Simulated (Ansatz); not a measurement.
**GeH+ (singlet): from Hartree-Fock to the top rungs at distance Ge1–H2 = 2.601 Å, cc-pVQZ**

One table from this session's results is given with a row withheld; the runs are named, their logs left out.

The runs use Ansatz 0.2.0, Gaussian basis; cc-pVQZ, core rule «outside noble gas», up to 14 orbitals frozen.

The runs, in order: UHF; CCSD(T) on RHF; CCSD(T) on UHF; BCCD(T) on RHF; CCSDT(Q) on RHF; CCSDT(Q) on UHF; CASSCF and NEVPT2, 4 electrons in 5 orbitals; Full CI.

21 further runs of the same task are left out: 15 that didn't finish, 6 set aside as unsound or not needed.

**The system**

The geometry derives from a PBE0/def2-TZVP stationary point (not a proven minimum). One bond is set to the value named and the two fragments are kept rigid. No spin-orbit coupling is included. The filled d shell of Ge may be among the frozen orbitals whatever the setting's name suggests; the logs give the count.

2 atoms, charge 1, spin multiplicity 1.

Atoms are counted from 1 here; the program's logs count them from 0.

No contacts short enough for the rule that draws bonds.

Geometry (Å):

```xyz
2
charge 1, multiplicity 1
Ge    0.00000    0.00000    0.00000
H     0.00000    0.00000    2.60100
```

The first run:

in.yaml reads:

```yaml
crystal:
  periodic: [false, false, false]
  atoms:
    - {symbol: Ge, position_ang: [0.000000, 0.000000, 0.000000]}
    - {symbol: H, position_ang: [0.000000, 0.000000, 2.601000]}
basis:
  gaussian: {orbitals: cc-pVQZ}
total_charge: 1
magnetization: {spin_polarized: true, initial_magnetization: 0}
hamiltonian: {xc: hf}
output: {orbitals: {seedname: orbitals}}
```

On the command line:

```bash
> ansatz run in.yaml --threads 1 --pin off --events-out ev --progress --plain --max-ram 2393MiB
```

Among the steps run: UHF; CCSD(T) on RHF; CCSD(T) on UHF; BCCD(T) on RHF; CCSDT(Q) on RHF; CCSDT(Q) on UHF; CASSCF and NEVPT2, 4 electrons in 5 orbitals; Full CI.

One of the session's tables, all rows but one given; the rest of the session is left out.

| method | from FCI (kcal/mol) |
| --- | --- |
| RHF | +73.72 |
| UHF | +50.92 |
| RMP2 | +23.54 |
| UMP2 | +22.11 |
| RCCSD | +2.97 |
| UCCSD | ? |
| RCCSD(T) | +0.45 |
| UCCSD(T) | +1.81 |
| BCCD(T) | +0.45 |
| RCCSDT | +0.10 |
| UCCSDT | +0.29 |
| RCCSDT(Q) | +0.01 |
| UCCSDT(Q) | +0.12 |
| CASSCF valence | +22.62 |
| NEVPT2 valence | +5.90 |
| FCI | 0 |

**Question.** Estimate the row for UCCSD.

The run gave: from FCI (kcal/mol): +4.48. In the column «from FCI (kcal/mol)» it lies between RCCSD (+2.97) and NEVPT2 valence (+5.90).

To keep in mind: The determinant is far from a pure spin state, so its energy mixes those of several spin states (harmless only where they are near-degenerate, as at dissociation). Restricted and unrestricted rows rest on different reference determinants; where their highest levels disagree by more than a few hundredths of an eV, they describe different states and don't form one ladder.
